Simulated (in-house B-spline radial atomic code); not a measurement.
**Re⁵⁺: excited configurations**

Aim: the energies of several excited configurations of Re⁵⁺ above a reference configuration, each from its own self-consistent run.

The numbers are computed with in-house B-spline radial atomic code version 1 (Dirac-Hartree-Fock, average of configuration, Fermi nucleus, basis-set limit), except any that are marked as measured or tabulated.

**1. The atom as given**

| Item | Value |
| --- | --- |
| element | rhenium (Z = 75) |
| charge | +5 |
| electrons | 70 |
| configuration | [Xe] 4f14 5d2 |
| Hamiltonian | Dirac-Coulomb |
| nucleus | Fermi, rms radius 5.370 fm |

Outer shells as boxes (Hund's rule):

[Xe] 4f14 5d2
```
[Xe] core
4f [↑↓][↑↓][↑↓][↑↓][↑↓][↑↓][↑↓]
5d [↑ ][↑ ][  ][  ][  ]
```

The boxes draw the filling by Hund's rule, which heavy ions in jj coupling don't follow; these runs average over all states of the configuration.

Settings, as recorded:

```ini
Z = 75
electrons = 70.0
configuration = [Xe] 4f14 5d2
hamiltonian = dirac
method = hf
spin_polarised = False
nucleus = fermi
rms_radius = 5.3698
mass_number = 187
atomic_mass = 186.955752217
speed_of_light = 137.035999084
```

This reference run was done before. Its total energy is -16702.551920 hartree, and its levels are (the highest eight at most):

```tsv
orbital	occupation	energy (eV)	<r> (bohr)
4d5/2	6	-346.41	0.5047
5s1/2	2	-160.55	1.036
5p1/2	2	-124.30	1.119
4f5/2	6	-122.92	0.5654
4f7/2	8	-120.23	0.5734
5p3/2	4	-112.14	1.202
5d3/2	0.8	-66.934	1.514
5d5/2	1.2	-65.732	1.547
```

**2. Configuration [Kr] 4d10 4f14 5s2 5p5 5d2 9f1**

Settings, as recorded:

```ini
Z = 75
electrons = 70.0
configuration = [Kr] 4d10 4f14 5s2 5p5 5d2 9f1
hamiltonian = dirac
method = hf
spin_polarised = False
nucleus = fermi
rms_radius = 5.3698
mass_number = 187
atomic_mass = 186.955752217
speed_of_light = 137.035999084
```

**3. [Kr] 4d10 4f14 5s2 5p5 5d2 6f1**

Settings: those of step 2 with these lines changed.

```diff
@@ -2,3 +2,3 @@
 electrons = 70.0
-configuration = [Kr] 4d10 4f14 5s2 5p5 5d2 9f1
+configuration = [Kr] 4d10 4f14 5s2 5p5 5d2 6f1
 hamiltonian = dirac
```

**4. Configuration [Xe] 4f14 5d1 8p1**

Settings: those of step 3 with these lines changed.

```diff
@@ -2,3 +2,3 @@
 electrons = 70.0
-configuration = [Kr] 4d10 4f14 5s2 5p5 5d2 6f1
+configuration = [Xe] 4f14 5d1 8p1
 hamiltonian = dirac
```

**5. Run with [Kr] 4d9 4f14 5s2 5p6 5d2 6f1**

Settings: those of step 4 with these lines changed.

```diff
@@ -2,3 +2,3 @@
 electrons = 70.0
-configuration = [Xe] 4f14 5d1 8p1
+configuration = [Kr] 4d9 4f14 5s2 5p6 5d2 6f1
 hamiltonian = dirac
```

**6. Configuration [Xe] 4f14 5d1 7s1**

Settings: those of step 5 with these lines changed.

```diff
@@ -2,3 +2,3 @@
 electrons = 70.0
-configuration = [Kr] 4d9 4f14 5s2 5p6 5d2 6f1
+configuration = [Xe] 4f14 5d1 7s1
 hamiltonian = dirac
```

**7. Configuration [Kr] 4d9 4f14 5s2 5p6 5d2 8s1**

Settings: those of step 6 with these lines changed.

```diff
@@ -2,3 +2,3 @@
 electrons = 70.0
-configuration = [Xe] 4f14 5d1 7s1
+configuration = [Kr] 4d9 4f14 5s2 5p6 5d2 8s1
 hamiltonian = dirac
```

**Question.** How far above the reference does each configuration lie (order and size, in eV)?

**Answer**, as computed:

| net move | configuration | energy above the reference (eV) | with Breit, QED, recoil (eV) | largest <r> (bohr) |
| --- | --- | --- | --- | --- |
| 5d → 7s | [Xe] 4f14 5d1 7s1 | 35.401 | 35.435 | 4.11 |
| 5d → 8p | [Xe] 4f14 5d1 8p1 | 48.626 | 48.640 | 7.14 |
| 5p → 6f | [Kr] 4d10 4f14 5s2 5p5 5d2 6f1 | 94.735 | 94.581 | 5.02 |
| 5p → 9f | [Kr] 4d10 4f14 5s2 5p5 5d2 9f1 | 107.22 | 107.07 | 14.7 |
| 4d → 6f | [Kr] 4d9 4f14 5s2 5p6 5d2 6f1 | 322.95 | 322.70 | 4.97 |
| 4d → 8s | [Kr] 4d9 4f14 5s2 5p6 5d2 8s1 | 323.89 | 323.66 | 6.34 |

Quantum defects of the promoted electron, δ = n − ζ/√(−2ε) with ζ = 6 and ε its orbital energy in hartree:

| promotion | δ |
| --- | --- |
| 5d → 7s | 2.982 |
| 5d → 8p | 2.649 |
| 5p → 6f | 1.090 |
| 5p → 9f | 1.087 |
| 4d → 6f | 1.105 |
| 4d → 8s | 2.988 |

What this shows: The lowest of them is 5d → 7s at 35.401 eV and the highest 4d → 8s at 323.89 eV. Koopmans' estimate of the ionisation threshold is 65.732 eV; 4 configurations exceed it by over 2 % and could autoionise. Of those tabulated, the defect is largest for 8s (2.99) and least for 9f (1.09): low angular momentum penetrates the core, high angular momentum stays outside it. Two partly filled shells share a symmetry and can mix in the average, which may lower the energy, for: 4d → 6f; 4d → 8s. These are averages over configurations, without correlation, not spectroscopic levels.
